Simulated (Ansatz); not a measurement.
# BH7O2Si: the cost of one run

Program: Ansatz 0.2.0. Level of theory: RKS PBE-D4/def2-SVP. These are calculated values, not measurements.

1 further run of the same task is left out (it didn't finish).

**1. The starting structure**

Bond lengths: B1–O3 1.410 Å, O3–H4 1.010 Å, B1–H5 1.190 Å, B1–O6 1.710 Å, O6–Si7 1.680 Å, Si7–H8 1.460 Å, Si7–H9 1.460 Å, Si7–H10 1.460 Å, Si7–H11 1.488 Å. Angles (14 of 15 angles, heavy atoms first): O3–B1–O6 96.8°, B1–O6–Si7 125.0°, B1–O3–H4 109.5°, O3–B1–H5 120.0°, H5–B1–O6 101.3°, O6–Si7–H8 109.5°, O6–Si7–H9 109.5°, O6–Si7–H10 109.5°, O6–Si7–H11 46.2°, H8–Si7–H9 109.4°, H8–Si7–H10 109.4°, H8–Si7–H11 67.4°, H9–Si7–H10 109.4°, H9–Si7–H11 142.2°.

Structure file:

```xyz
11

B     0.0000    0.0000    0.0000
H     0.0000    0.0000    1.5400
O     1.2211    0.0000   -0.7050
H     1.5209   -0.9519   -0.8599
H    -1.0305    0.0000   -0.5950
O     0.0766    1.6210    0.5392
Si    0.6742    2.1133    2.0302
H     1.0690    0.9424    2.8077
H     1.8341    2.9769    1.8293
H    -0.3605    2.8490    2.7510
H     0.0407    0.8604    1.5370
```

**2. A restrained relaxation towards end A**

Springs on the bonds that form and break draw the guess towards this end; the thresholds are loose.

Input file input.yaml:

```yaml
crystal:
  periodic: [false, false, false]
  atoms:
    - { symbol: B, position_ang: [0.0, 0.0, 0.0] }
    - { symbol: H, position_ang: [0.0, 0.0, 1.54] }
    - { symbol: O, position_ang: [1.2211, 0.0, -0.705] }
    - { symbol: H, position_ang: [1.5209, -0.9519, -0.8599] }
    - { symbol: H, position_ang: [-1.0305, 0.0, -0.595] }
    - { symbol: O, position_ang: [0.0766, 1.621, 0.5392] }
    - { symbol: Si, position_ang: [0.6742, 2.1133, 2.0302] }
    - { symbol: H, position_ang: [1.069, 0.9424, 2.8077] }
    - { symbol: H, position_ang: [1.8341, 2.9769, 1.8293] }
    - { symbol: H, position_ang: [-0.3605, 2.849, 2.751] }
    - { symbol: H, position_ang: [0.0407, 0.8604, 1.537] }
basis:
  gaussian: { orbitals: def2-SVP }
hamiltonian:
  xc: pbe
  dispersion: d4
relax:
  f_tol: 0.15
  max_steps: 25
  restrain:
    - { distance: [0, 5], at: 2.61, k: 30.0 }
    - { distance: [10, 1], at: 1.86, k: 30.0 }
    - { distance: [0, 1], at: 1.19, k: 30.0 }
    - { distance: [10, 5], at: 1.01, k: 30.0 }
```

Run with:

```console
$ ansatz run input.yaml --threads 2 --pin off --max-ram 3072MiB --backend cpu --events-out ev --progress --plain --runs-dir out
```

**Question.** How long does this run take on 2 threads of AMD EPYC 9B14 (Zen 4), shared host, and how much memory does it need?

About 15 s, with a peak of 0.15 GiB.
